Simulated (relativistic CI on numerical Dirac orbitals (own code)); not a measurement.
# I XXXIX (I³⁸⁺): levels and lines

The task is the spectrum of I³⁸⁺: levels, purity of their labels, lifetimes and lines; further runs change one setting each.

Method: Dirac-Coulomb-Breit CI, KLI orbitals optimised for each configuration, model QED (radiative potential, 1s self-energy scaled to tabulated hydrogen-like ionisation energies). Code: relativistic CI on numerical Dirac orbitals (own code) version 4.

## 1. The atom as given

- ion: I³⁸⁺ (I XXXIX)
- nuclear charge: 53
- electrons: 15
- isotope: A = 127
- first configuration typed: [Ne] 3s2 3p3

Outer shells as boxes (Hund's rule):

first configuration typed
```
[Ne] core
3s [↑↓]
3p [↑ ][↑ ][↑ ]
```

## 2. CI with the chosen configurations

The run's settings:

```ini
atom I  Z=53  charge=38  electrons=15
nucleus A=127  rms_radius_fm=4.7500
hamiltonian dirac-coulomb  breit=on  qed=on  c_scale=1
orbitals kli  potential=per-configuration
slater_scale 1
correlation none
mixing on
configurations
  [Ne] 3s2 3p3
  [Ne] 3s 3p4
  [Ne] 3s2 3p2 3d
  [Ne] 3p5
  [Ne] 3s 3p3 3d
  [Ne] 3p4 3d
  [Ne] 3s 3p2 3d2
  [Ne] 3s2 3p 3d 4p
  [Ne] 3p4 4s
  [Ne] 3s 3p2 3d 4s
  [Ne] 3p4 4p
  [Ne] 3s2 3p2 4s
  [Ne] 3s2 3p2 4p
  [Ne] 3p3 3d 4p
  [Ne] 3s2 3p2 4d
  [Ne] 3s 3p3 4s
  [Ne] 3s2 3p2 4f
  [Ne] 3s 3p3 4p
  [Ne] 3s 3p3 4d
  [Ne] 3s 3p3 4f
  [Ne] 3s2 3p2 5s
  [Ne] 3s2 3p2 5p
  [Ne] 3s2 3p 4s 4p
  [Ne] 3s2 3p2 5d
  [Ne] 3s2 3p2 5f
  [Ne] 3s2 3p2 5g
  [Ne] 3s 3p2 4s2
  [Ne] 3s 3p3 5s
  [Ne] 3s2 3p 3d2
  [Ne] 3s2 3d3
  [Ne] 3s 3p 3d3
  [Ne] 3s2 3d2 4s
  [Ne] 3s2 3d2 4p
  [Ne] 3s2 3d2 4d
  [Ne] 3p3 3d2
  [Ne] 3p2 3d3
  [Ne] 3p2 3d2 4s
  [Ne] 3p2 3d2 4p
  [Ne] 3p2 3d2 4d
  [Ne] 3s2 3p 3d 4s
  [Ne] 3s 3p 3d2 4s
  [Ne] 3s2 3d 4s2
  [Ne] 3s2 3d 4s 4p
  [Ne] 3s2 3d 4s 4d
  [Ne] 3s 3p2 3d 4p
  [Ne] 3s 3p 3d2 4p
  [Ne] 3s 3p 3d 4s 4p
  [Ne] 3s 3p 3d 4p2
  [Ne] 3s 3p 3d 4p 4d
  [Ne] 3p3 3d 4s
  [Ne] 3p2 3d 4s2
  [Ne] 3p2 3d 4s 4p
  [Ne] 3p2 3d 4s 4d
  [Ne] 3s2 3p 4s2
  [Ne] 3s 3p 3d 4s2
  [Ne] 3s2 4s2 4p
  [Ne] 3s2 4s2 4d
  [Ne] 3s2 3p 4p2
  [Ne] 3s2 3d 4p2
  [Ne] 3s2 4s 4p2
  [Ne] 3s2 4p3
  [Ne] 3s2 4p2 4d
  [Ne] 3s 3p2 4s 4p
  [Ne] 3s 3p 4s2 4p
  [Ne] 3s 3p 4s 4p2
  [Ne] 3s 3p 4s 4p 4d
end
```

On the command line:

```console
$ python run_levels.py task.json out
```

task.json lists these runs, among others, and the program works through them in turn.

## 3. Slater integrals scaled by 0.9

The settings differ from step 2 so:

```diff
@@ -4,3 +4,3 @@
 orbitals kli  potential=per-configuration
-slater_scale 1
+slater_scale 0.9
 correlation none
```

## 4. Without the Breit term

The settings differ from step 3 so:

```diff
@@ -2,5 +2,5 @@
 nucleus A=127  rms_radius_fm=4.7500
-hamiltonian dirac-coulomb  breit=on  qed=on  c_scale=1
+hamiltonian dirac-coulomb  breit=off  qed=on  c_scale=1
 orbitals kli  potential=per-configuration
-slater_scale 0.9
+slater_scale 1
 correlation none
```

## 5. The first 3 configurations alone

The run's settings:

```ini
atom I  Z=53  charge=38  electrons=15
nucleus A=127  rms_radius_fm=4.7500
hamiltonian dirac-coulomb  breit=on  qed=on  c_scale=1
orbitals kli  potential=per-configuration
slater_scale 1
correlation none
mixing on
configurations
  [Ne] 3s2 3p3
  [Ne] 3s 3p4
  [Ne] 3s2 3p2 3d
end
```

(Steps that only read results are left out.)

What does the calculation give? Wanted: lowest level; first excitation; lowest level of the other parity; fastest E1 line; ionisation energy.

The runs gave:

| run | time | mean size of shift, levels followed (cm⁻¹) | lowest level | ionisation energy (eV) |
| --- | --- | --- | --- | --- |
| main run | 15 s | 0 | 3p3 [3p3/2] J=3/2° | 2679.9 |
| Slater integrals scaled by 0.9 | 15 s | 6964 | 3p3 [3p3/2] J=3/2° | 2679.7 |
| without the Breit term | 13 s | 7961 | 3p3 [3p3/2] J=3/2° | 2681.7 |
| the first 3 configurations alone | 0.16 s | 11279 | 3p3 [3p3/2] J=3/2° | - |

The tabulated theoretical ionisation energy (NIST) is 2680 eV.

```
                                                                         quantity                                                 value
                                                                     lowest level                                    3p3 [3p3/2] J=3/2°
                                                                 first excitation               3p3 [3p1/2 3p3/2^2] J=3/2°, 520052 cm⁻¹
                                                 lowest level of the other parity               3p2 3d [3p1/2^2 3d3/2] J=3/2, 148.14 eV
                                                              levels in the model                                                  7833
fastest E1 line (by rate) to the lowest level among the lowest 400 of 7833 levels  5.072 nm, from 3p2 3d [3p1/2 3p3/2 3d3/2] J=3/2 (ii)
                                                                ionisation energy                                             2679.9 eV
                                  ionisation energy, tabulated theoretical (NIST)                                               2680 eV
```

What this shows: The lowest level is 3p3 [3p3/2] J=3/2°, 43 % pure in LS and 97 % in jj coupling; over the low levels the means are 51 and 87 %, so jj coupling describes them better. The ionisation energy agrees with the tabulated theoretical value within its uncertainty of 4 eV. The largest mover is «the first 3 configurations alone» (11279 cm⁻¹ on average). NIST names this ground level 4S°3/2; the leading computed term differs because terms mix. Lifetimes count radiative decay inside the model alone.
